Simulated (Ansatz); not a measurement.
# H₅PSSn: up Jacob's ladder to CCSD(T)

An exercise on one series of results from a longer session: the logs are not shown, and one member is left open.

Method: functionals in def2-TZVPP, the program's frozen cores in correlated methods; program: Ansatz 0.2.0, Gaussian basis.

Levels to be run: LDA (SPW92), PBE-D4, revPBE-D4, BLYP-D4, r2SCAN-D4, B97M-V, PBE0-D4, B3LYP-D4, r2SCANh-D4, r2SCAN0-D4, HSE06-D4, BHLYP-D4, CAM-B3LYP-D4, LC-ωPBE, ωB97X-V, ωB97M-V, B2PLYP, PBE-QIDH; CCSD(T)/def2-SVP; CCSD(T)/def2-TZVPP; MP2/def2-QZVPP; extrapolation to the limit; RPA on PBE.

## The relaxed structure

All runs share one geometry, relaxed beforehand with PBE0-D4 in a triple-zeta def2 set. Sn takes the def2 core potential; no spin-orbit term is included.

8 atoms, charge 0, spin multiplicity 1.

Atoms are counted from 1 here; the program's logs count them from 0.

Bond lengths: P1–Sn2 2.499 Å, P1–H4 1.421 Å, P1–H5 1.423 Å, Sn2–S3 2.411 Å, Sn2–H6 1.709 Å, Sn2–H7 1.710 Å, S3–H8 1.343 Å. Angles: Sn2–P1–H4 92.4°, Sn2–P1–H5 92.3°, H4–P1–H5 93.0°, P1–Sn2–S3 104.6°, P1–Sn2–H6 114.9°, P1–Sn2–H7 109.7°, S3–Sn2–H6 107.4°, S3–Sn2–H7 109.9°, H6–Sn2–H7 110.2°, Sn2–S3–H8 93.6°.

Geometry (Å):

```tsv
atom	x (Å)	y (Å)	z (Å)
P1	-1.1427	0.6033	-1.5655
Sn2	0.5891	0.0644	0.1537
S3	0.4432	-2.3255	0.4322
H4	-2.1822	0.6225	-0.5971
H5	-0.9065	2.0012	-1.4472
H6	0.3283	0.7739	1.6865
H7	2.1369	0.4867	-0.4373
H8	0.8260	-2.2835	1.7188
```

Set-up of the first run:

The input, in.yaml:

```yaml
crystal:
  periodic: [false, false, false]
  atoms:
    - {symbol: P, position_ang: [-1.142685, 0.603289, -1.565484]}
    - {symbol: Sn, position_ang: [0.589122, 0.064387, 0.153682]}
    - {symbol: S, position_ang: [0.443192, -2.325531, 0.432181]}
    - {symbol: H, position_ang: [-2.182182, 0.622534, -0.597142]}
    - {symbol: H, position_ang: [-0.906481, 2.001197, -1.447163]}
    - {symbol: H, position_ang: [0.328319, 0.773880, 1.686547]}
    - {symbol: H, position_ang: [2.136937, 0.486688, -0.437313]}
    - {symbol: H, position_ang: [0.825979, -2.283545, 1.718791]}
basis:
  gaussian: {orbitals: def2-TZVPP}
hamiltonian: {xc: lda}
output: {orbitals: {seedname: orbitals}}
```

On the command line:

```console
ansatz run in.yaml --threads 2 --pin off --events-out ev --progress --plain --max-ram 4352MiB
```

Among the steps run: LDA; PBE-D4 (GGA); revPBE-D4 (GGA); BLYP-D4 (GGA); r2SCAN-D4 (meta-GGA); B97M-V (meta-GGA); B3LYP-D4 (hybrid); r2SCANh-D4 (hybrid); r2SCAN0-D4 (hybrid); HSE06-D4 (hybrid); BHLYP-D4 (hybrid); CAM-B3LYP-D4 (range-separated); LC-ωPBE (range-separated); ωB97X-V (range-separated); ωB97M-V (range-separated); B2PLYP (double hybrid); PBE-QIDH (double hybrid).

One of the session's tables, all rows but one given; the rest of the session is left out.

It belongs to the step «Frontier levels by functional». 

```
  functional  HOMO (eV)  gap (eV)
 LDA (SPW92)      -6.12      4.29
      PBE-D4      -6.02      4.41
   revPBE-D4      -5.98      4.44
     BLYP-D4      -5.85      4.30
   r2SCAN-D4      -6.30      4.94
      B97M-V      -6.40      5.06
     PBE0-D4      -7.22      6.49
    B3LYP-D4      -6.96      5.96
  r2SCANh-D4      -6.73      5.69
  r2SCAN0-D4          ?         ?
    HSE06-D4      -6.82      5.72
    BHLYP-D4      -8.24      8.41
CAM-B3LYP-D4      -8.49      8.72
     LC-ωPBE      -9.88     11.26
     ωB97X-V      -9.53     10.80
     ωB97M-V      -9.35     10.39
```

**Question.** Estimate the row for r2SCAN0-D4.

Worked estimate for «HOMO (eV)». Against the share of exact exchange, r2SCAN-D4 (0, -6.30), r2SCANh-D4 (0.1, -6.73) give a slope of -4.30 per unit share; at 0.25 the line stands at -7.37.

The run gave: HOMO (eV): -7.39; gap (eV): 6.81. In «HOMO (eV)» the line misses by +0.02.
